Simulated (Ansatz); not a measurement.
# GeSiH4O (SMILES [SiH3][O][GeH]), step by step

We compute a series of 18 runs (HF/STO-3G, UHF/STO-3G, HF/3-21G, UHF/3-21G, HF/6-31G*, UHF/6-31G*, B3LYP/6-31G*, PBE/def2-SVP, and more) of GeH4OSi. 

The calculation is run with Ansatz 0.2.0.

## (1) The system as given

GeSiH4O: 7 atoms, total charge 0, spin state singlet. SMILES: `[SiH3][O][GeH]`. Geometry: relaxed at PBE0-D4/def2-TZVP. This is one conformer, not always the lowest. The run starts from this shape.

Bond lengths: Si1–O2 1.643 Å, O2–Ge3 1.789 Å, Si1–H4 1.490 Å, Si1–H5 1.485 Å, Si1–H6 1.485 Å, Ge3–H7 1.605 Å. Angles: Si1–O2–Ge3 134.1°, O2–Si1–H4 110.8°, O2–Si1–H5 109.3°, O2–Si1–H6 109.3°, O2–Ge3–H7 93.5°, H4–Si1–H5 109.1°, H4–Si1–H6 109.1°, H5–Si1–H6 109.4°.

## (2) A geometry optimisation at HF/STO-3G (start density atoms) (run 1)

File run.yaml:

```yaml
basis:
  gaussian:
    orbitals: STO-3G
crystal:
  periodic: [false, false, false]
  atoms:
    - {symbol: Si, position_ang: [-0.741700, 0.650900, -0.296500]}
    - {symbol: O, position_ang: [0.533500, -0.139300, 0.373700]}
    - {symbol: Ge, position_ang: [1.261400, -1.756200, 0.134200]}
    - {symbol: H, position_ang: [-1.409200, -0.197600, -1.323800]}
    - {symbol: H, position_ang: [-0.260900, 1.901300, -0.937500]}
    - {symbol: H, position_ang: [-1.722500, 0.988100, 0.766400]}
    - {symbol: H, position_ang: [2.400800, -1.515100, 1.238000]}
output:
  orbitals: {seedname: orbitals}
hamiltonian:
  xc: hf
relax:
  f_tol: 0.002
```

Started as:

```console
ansatz run run.yaml --threads 1 --pin off --max-ram 3480MiB --events-out events.jsonl --progress --plain --runs-dir runs
```

What it wrote:

```text
Warning: RAYON_NUM_THREADS=1 ignored (pool sized by the plan → 1); use --threads N
The last accepted step is kept in runs//last_step.txt (removed where the run ends without a failure and the disk answers)
[... 55 lines left out ...]
Total energy: -65675.47071525 eV, -2413.5290323527 hartree
[... 7 lines left out ...]
Dipole moment:    -0.167121     0.146910    -0.064694 e Å
```

Run time: 2.4 s. Hardware: 1 thread of AMD EPYC 9R45 (Zen 5), shared host; peak memory 0.12 GiB.

Step by step:

| step | energy from the first frame kept (eV) | largest force (eV/Å) |
| --- | --- | --- |
| 1 | 0.0000 | 4.0101 |
| 2 | -0.5374 | 2.0754 |
| 3 | -0.6208 | 0.7865 |
| 4 | -0.6343 | 0.1313 |
| 5 | -0.6385 | 0.0709 |
| 6 | -0.6391 | 0.0305 |
| 7 | -0.6391 | 0.0020 |

After the run. Bond lengths: Si1–O2 1.652 Å, O2–Ge3 1.628 Å, Si1–H4 1.425 Å, Si1–H5 1.424 Å, Si1–H6 1.424 Å, Ge3–H7 1.485 Å. Angles: Si1–O2–Ge3 136.0°, O2–Si1–H4 111.1°, O2–Si1–H5 109.1°, O2–Si1–H6 109.1°, O2–Ge3–H7 94.1°, H4–Si1–H5 109.1°, H4–Si1–H6 109.1°, H5–Si1–H6 109.4°.

## (3) Vibrational wavenumbers at HF/STO-3G (start density atoms) (run 2)

File input.yaml:

```yaml
crystal:
  periodic: [false, false, false]
  atoms:
    - {symbol: Si, position_ang: [-0.723757, 0.622495, -0.296339]}
    - {symbol: O, position_ang: [0.552097, -0.197587, 0.358447]}
    - {symbol: Ge, position_ang: [1.230788, -1.664026, 0.156774]}
    - {symbol: H, position_ang: [-1.385242, -0.162587, -1.284372]}
    - {symbol: H, position_ang: [-0.246748, 1.822203, -0.896623]}
    - {symbol: H, position_ang: [-1.647958, 0.946730, 0.737061]}
    - {symbol: H, position_ang: [2.282219, -1.435128, 1.179553]}
basis:
  gaussian:
    orbitals: STO-3G
hamiltonian:
  xc: hf
phonons:
  temperatures: {t_min: 298.15, t_max: 298.15, t_step: 1}
```

Started as:

```console
ansatz run input.yaml --threads 1 --pin off --max-ram 3480MiB --events-out events.jsonl --progress --plain --runs-dir runs
```

What it wrote:

```text
Warning: RAYON_NUM_THREADS=1 ignored (pool sized by the plan → 1); use --threads N
[... 232 lines left out ...]
Total energy: -65675.47073624 eV, -2413.5290331238 hartree
[... 7 lines left out ...]
Dipole moment:    -0.167119     0.146907    -0.064694 e Å
Vibrations: 53.83 176.45 303.51 542.15 867.01 884.06 1069.78 1186.73 1224.94 1228.74 1230.74 2271.09 2856.85 2901.32 2904.95 cm⁻¹, zero-point energy 1.221379 eV
```

It took 10 s on 1 thread of AMD EPYC 9R45 (Zen 5), shared host.

Runs 3 to 11 aren't shown in full; the table further down has their settings and results.

## (4) The doublet cation: a geometry optimisation at UHF/6-31G(d) (Cartesian functions, start density atoms) (run 12)

File in.yaml:

```yaml
crystal:
  periodic: [false, false, false]
  atoms:
    - {symbol: Si, position_ang: [-0.746901, 0.649973, -0.301421]}
    - {symbol: O, position_ang: [0.509856, -0.190470, 0.326310]}
    - {symbol: Ge, position_ang: [1.301794, -1.775683, 0.157567]}
    - {symbol: H, position_ang: [-1.449565, -0.146062, -1.330581]}
    - {symbol: H, position_ang: [-0.260675, 1.895056, -0.923690]}
    - {symbol: H, position_ang: [-1.707877, 0.991191, 0.763461]}
    - {symbol: H, position_ang: [2.414769, -1.491905, 1.262854]}
basis:
  gaussian:
    orbitals: "6-31G*"
total_charge: 1
magnetization:
  spin_polarized: true
  initial_magnetization: 1
hamiltonian:
  xc: hf
relax: {}
```

Started as:

```console
ansatz run in.yaml --threads 1 --pin off --max-ram 3480MiB --events-out events.jsonl --progress --plain --runs-dir runs
```

What it wrote:

```text
Warning: RAYON_NUM_THREADS=1 ignored (pool sized by the plan → 1); use --threads N
The last accepted step is kept in runs//last_step.txt (removed where the run ends without a failure and the disk answers)
[... 59 lines left out ...]
Total energy: -66420.95157975 eV, -2440.9249488178 hartree
[... 7 lines left out ...]
Dipole moment:     0.400137    -0.513739     0.068209 e Å
```

Run time: 10 s. Hardware: 1 thread of AMD EPYC 9R45 (Zen 5), shared host; peak memory 0.24 GiB.

Step by step:

| step | energy from the first frame kept (eV) | largest force (eV/Å) |
| --- | --- | --- |
| 1 | 0.0000 | 4.3275 |
| 2 | -0.4007 | 3.1765 |
| 3 | -0.5114 | 1.5620 |
| 4 | -0.5391 | 0.0996 |
| 5 | -0.5450 | 0.0770 |
| 6 | -0.5482 | 0.0689 |
| 7 | -0.5483 | 0.0108 |

After the run. Bond lengths: Si1–O2 1.728 Å, O2–Ge3 1.666 Å, Si1–H4 1.463 Å, Si1–H5 1.460 Å, Si1–H6 1.460 Å, Ge3–H7 1.568 Å. Angles: Si1–O2–Ge3 156.6°, O2–Si1–H4 105.9°, O2–Si1–H5 105.0°, O2–Si1–H6 105.0°, O2–Ge3–H7 115.1°, H4–Si1–H5 113.0°, H4–Si1–H6 113.0°, H5–Si1–H6 113.9°.

Runs 13 to 17 aren't shown in full; the table further down has their settings and results.

## (5) The harmonic vibrations at MP2/6-31G(d) (Cartesian functions, start density atoms) (run 18)

File run.yaml:

```yaml
crystal:
  periodic: [false, false, false]
  atoms:
    - {symbol: Si, position_ang: [-0.744735, 0.659737, -0.294294]}
    - {symbol: O, position_ang: [0.569399, -0.089171, 0.431739]}
    - {symbol: Ge, position_ang: [1.243687, -1.737417, 0.127683]}
    - {symbol: H, position_ang: [-1.374657, -0.226751, -1.309360]}
    - {symbol: H, position_ang: [-0.292844, 1.907552, -0.956864]}
    - {symbol: H, position_ang: [-1.750385, 0.997353, 0.742496]}
    - {symbol: H, position_ang: [2.410936, -1.579203, 1.213100]}
basis:
  gaussian: {orbitals: "6-31G*"}
correlation: {method: mp2}
phonons: {temperatures: {t_min: 298.15, t_max: 298.15, t_step: 1}}
```

Started as:

```console
ansatz run run.yaml --threads 1 --pin off --max-ram 3480MiB --events-out events.jsonl --progress --plain --runs-dir runs
```

What it wrote:

```text
Warning: RAYON_NUM_THREADS=1 ignored (pool sized by the plan → 1); use --threads N
[... 41 lines left out ...]
15 core orbitals not correlated: weight in the atoms' cores, before any rotation towards them, 1.000 or more for the frozen orbitals, at most 0.000 for the correlated occupied ones
[... 71 lines left out ...]
15 core orbitals not correlated: weight in the atoms' cores, before any rotation towards them, 1.000 or more for the frozen orbitals, at most 0.000 for the correlated occupied ones
[... 72 lines left out ...]
15 core orbitals not correlated: weight in the atoms' cores, before any rotation towards them, 1.000 or more for the frozen orbitals, at most 0.000 for the correlated occupied ones
[... 71 lines left out ...]
15 core orbitals not correlated: weight in the atoms' cores, before any rotation towards them, 1.000 or more for the frozen orbitals, at most 0.000 for the correlated occupied ones
[... 69 lines left out ...]
Dipole moment:    -0.016353    -0.115951    -0.076113 e Å
[... 1 line left out ...]
Checks for a lower state left out: cluster_reference
```

It took 52 s on 1 thread of AMD EPYC 9R45 (Zen 5), shared host; peak memory 0.17 GiB.

## (6) The series

| run | level | task | walk f tol | partner | energy (Eh) | dipole moment (D) | wall time |
| --- | --- | --- | --- | --- | --- | --- | --- |
| 1 | HF/STO-3G (start density atoms) | optimise | 0.002 | base | -2413.529032 | 1.11 | 2.4 s |
| 2 | HF/STO-3G (start density atoms) | frequencies | – | base | -2413.529033 | 1.11 | 10 s |
| 3 | UHF/STO-3G (start density atoms) | energy | – | cation | -2413.343459 | – | 0.28 s |
| 4 | UHF/STO-3G (start density atoms) | optimise | – | cation | -2413.369648 | – | 3.3 s |
| 5 | HF/3-21G (start density atoms) | optimise | 0.002 | base | -2429.570496 | 0.12 | 3.6 s |
| 6 | HF/3-21G (start density atoms) | frequencies | – | base | -2429.570496 | 0.12 | 9.9 s |
| 7 | UHF/3-21G (start density atoms) | energy | – | cation | -2429.279560 | – | 0.48 s |
| 8 | UHF/3-21G (start density atoms) | optimise | – | cation | -2429.295571 | – | 3.9 s |
| 9 | HF/6-31G* (Cartesian functions, start density atoms) | optimise | 0.002 | base | -2441.211350 | 0.82 | 7.2 s |
| 10 | HF/6-31G* (Cartesian functions, start density atoms) | frequencies | – | base | -2441.211350 | 0.82 | 30 s |
| 11 | UHF/6-31G* (Cartesian functions, start density atoms) | energy | – | cation | -2440.904793 | – | 1.7 s |
| 12 | UHF/6-31G* (Cartesian functions, start density atoms) | optimise | – | cation | -2440.924949 | – | 10 s |
| 13 | B3LYP/6-31G* (Cartesian functions, start density atoms) | optimise | 0.002 | base | -2443.915557 | 0.84 | 12 s |
| 14 | B3LYP/6-31G* (Cartesian functions, start density atoms) | frequencies | – | base | -2443.915557 | 0.84 | 45 s |
| 15 | PBE/def2-SVP (start density atoms) | optimise | 0.002 | base | -2443.177587 | 0.79 | 6.6 s |
| 16 | PBE/def2-SVP (start density atoms) | frequencies | – | base | -2443.177587 | 0.79 | 21 s |
| 17 | MP2/6-31G* (Cartesian functions, start density atoms) | optimise | 0.002 | base | -2441.714567 | 0.67 | 11 s |
| 18 | MP2/6-31G* (Cartesian functions, start density atoms) | frequencies | – | base | -2441.714567 | 0.67 | 52 s |

## (7) What came out

```
                                                                          quantity           value
                                                  run 18, MP2/6-31G*: total energy  -2441.71457 Eh
                            run 18, MP2/6-31G*: dipole moment (correlated density)          0.67 D
                  run 18, MP2/6-31G*: correlation energy (15 core orbitals frozen)      -505.2 mEh
                                      run 18, MP2/6-31G*: largest force on an atom      0.001 eV/Å
                                    run 18, MP2/6-31G*: lowest harmonic wavenumber         80 cm⁻¹
                                   run 18, MP2/6-31G*: highest harmonic wavenumber       2329 cm⁻¹
                                             run 18, MP2/6-31G*: zero-point energy     96.6 kJ/mol
                     vertical ionisation energy (to the doublet cation), HF/STO-3G        5.050 eV
                      vertical ionisation energy (to the doublet cation), HF/3-21G        7.917 eV
                     vertical ionisation energy (to the doublet cation), HF/6-31G*        8.342 eV
adiabatic ionisation energy (to the doublet cation, no zero-point term), HF/STO-3G        4.337 eV
 adiabatic ionisation energy (to the doublet cation, no zero-point term), HF/3-21G        7.481 eV
adiabatic ionisation energy (to the doublet cation, no zero-point term), HF/6-31G*        7.793 eV
```

What this shows: At HF/STO-3G: the vertical ionisation energy comes to 5.05 eV (487 kJ/mol). In a minimal basis such a difference can be off by several eV, whatever the method. At HF/3-21G: the vertical ionisation energy comes to 7.92 eV (764 kJ/mol). At HF/6-31G*: removing an electron at fixed nuclei costs 8.34 eV (805 kJ/mol). At HF/STO-3G: the adiabatic ionisation energy (to the doublet cation, no zero-point term) is 4.34 eV (418 kJ/mol). At HF/3-21G: the adiabatic ionisation energy (to the doublet cation, no zero-point term) is 7.48 eV (722 kJ/mol). One of the relaxed shapes has an imaginary mode, so it is a saddle point and the value isn't that between minima. Totals of different functionals can't be ranked against each other. In runs 1, 2, 3, 4 the basis is minimal, so the values are rough. All runs together took 3.8 min, the longest 52 s.
